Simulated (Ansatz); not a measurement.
**H4OSeSi (SMILES O[Se][SiH3]): functionals against CCSD(T) at one geometry**

Aim: energy, forces and dipole at a structure displaced at random from a GFN2-xTB minimum, from CCSD(T) and from density functionals.

Program: Ansatz 0.2.0, Gaussian basis. Level of theory: single points in def2-TZVPP. These are calculated values, not measurements.

Cores are frozen in the correlated methods. Filled d shells of the heavier atoms are correlated.

**1. The system as given**

SMILES `O[Se][SiH3]`, 7 atoms, charge 0, spin multiplicity 1.

Atoms are counted from 1 here; the program's logs count them from 0.

Bond lengths: O1–Se2 1.872 Å, O1–H4 0.866 Å, Se2–Si3 2.315 Å, Si3–H5 1.167 Å, Si3–H6 1.426 Å, Si3–H7 1.399 Å. Angles: Se2–O1–H4 126.1°, O1–Se2–Si3 94.7°, Se2–Si3–H5 105.2°, Se2–Si3–H6 114.2°, Se2–Si3–H7 91.5°, H5–Si3–H6 111.5°, H5–Si3–H7 123.3°, H6–Si3–H7 109.6°.

Coordinates:

| atom | x (Å) | y (Å) | z (Å) |
| --- | --- | --- | --- |
| O1 | -1.6877 | -1.0697 | -0.1837 |
| Se2 | -0.0634 | -1.2391 | 0.7311 |
| Si3 | 0.8230 | 0.7349 | -0.0928 |
| H4 | -2.2822 | -1.6910 | -0.2887 |
| H5 | 0.8060 | 0.6165 | -1.2534 |
| H6 | 0.1244 | 1.9066 | 0.3231 |
| H7 | 1.9802 | 0.5792 | 0.6773 |

**2. CCSD(T)/def2-TZVPP**

run/in.yaml reads:

```yaml
crystal:
  periodic: [false, false, false]
  atoms:
    - {symbol: O, position_ang: [-1.687700, -1.069700, -0.183700]}
    - {symbol: Se, position_ang: [-0.063400, -1.239100, 0.731100]}
    - {symbol: Si, position_ang: [0.823000, 0.734900, -0.092800]}
    - {symbol: H, position_ang: [-2.282200, -1.691000, -0.288700]}
    - {symbol: H, position_ang: [0.806000, 0.616500, -1.253400]}
    - {symbol: H, position_ang: [0.124400, 1.906600, 0.323100]}
    - {symbol: H, position_ang: [1.980200, 0.579200, 0.677300]}
basis:
  gaussian: {orbitals: def2-TZVPP}
correlation: {method: ccsd_t}
output: {forces: true}
```

No record of the launch command was kept for these runs.

**3. PBE0-D4/def2-TZVPP**

Changes to run/in.yaml since step 2:

```diff
@@ -12,3 +12,3 @@
   gaussian: {orbitals: def2-TZVPP}
-correlation: {method: ccsd_t}
-output: {forces: true}
+hamiltonian: {xc: pbe0, dispersion: d4}
+output: {forces: true, orbitals: {seedname: orbitals}}
```

**4. wB97M-V/def2-TZVPP**

Changes to run/in.yaml since step 3:

```diff
@@ -12,3 +12,3 @@
   gaussian: {orbitals: def2-TZVPP}
-hamiltonian: {xc: pbe0, dispersion: d4}
-output: {forces: true, orbitals: {seedname: orbitals}}
+hamiltonian: {xc: {name: wB97M-V}}
+output: {forces: true}
```

**5. r2SCAN-D4/def2-TZVPP**

Changes to run/in.yaml since step 4:

```diff
@@ -12,3 +12,3 @@
   gaussian: {orbitals: def2-TZVPP}
-hamiltonian: {xc: {name: wB97M-V}}
+hamiltonian: {xc: r2scan, dispersion: d4}
 output: {forces: true}
```

**6. PBE-D4/def2-TZVPP**

Changes to run/in.yaml since step 5:

```diff
@@ -12,3 +12,3 @@
   gaussian: {orbitals: def2-TZVPP}
-hamiltonian: {xc: r2scan, dispersion: d4}
+hamiltonian: {xc: pbe, dispersion: d4}
 output: {forces: true}
```

**7. wB97X-V/def2-TZVPP**

Changes to run/in.yaml since step 6:

```diff
@@ -12,3 +12,3 @@
   gaussian: {orbitals: def2-TZVPP}
-hamiltonian: {xc: pbe, dispersion: d4}
+hamiltonian: {xc: {name: wB97X-V}}
 output: {forces: true}
```

**8. HSE06-D4/def2-TZVPP**

Changes to run/in.yaml since step 7:

```diff
@@ -12,3 +12,3 @@
   gaussian: {orbitals: def2-TZVPP}
-hamiltonian: {xc: {name: wB97X-V}}
+hamiltonian: {xc: hse06, dispersion: d4}
 output: {forces: true}
```

(Steps that only read results are left out.)

What does the calculation give? Wanted: energy less free atoms, CCSD(T)/def2-TZVPP; RMS force component; RMS force error; HOMO and LUMO, PBE0-D4; T1 diagnostic.

The runs gave:

| quantity | value |
| --- | --- |
| energy less free atoms, CCSD(T)/def2-TZVPP | -1712.4 kJ/mol |
| RMS force component | 4.240 to 4.327 eV/Å over the methods |
| RMS force error | PBE0-D4 0.089, wB97M-V 0.096, r2SCAN-D4 0.043, PBE-D4 0.189, wB97X-V 0.115, HSE06-D4 0.087 eV/Å |
| HOMO and LUMO, PBE0-D4 | -6.30 and -1.48 eV |
| T1 diagnostic | 0.012 |

In words: Against CCSD(T) the functionals' energies less atoms differ by -70.5 to -26.0 kJ/mol, PBE-D4 by -67.2 kJ/mol. CCSD(T) in triple zeta still lacks some correlation energy of the bonds, so part of these gaps is its own basis error and they don't rank the functionals. On forces the order runs from r2SCAN-D4 to PBE-D4. Frozen-core CCSD(T) forces in triple zeta carry basis errors of their own, and this is one geometry, so small gaps rank nothing.
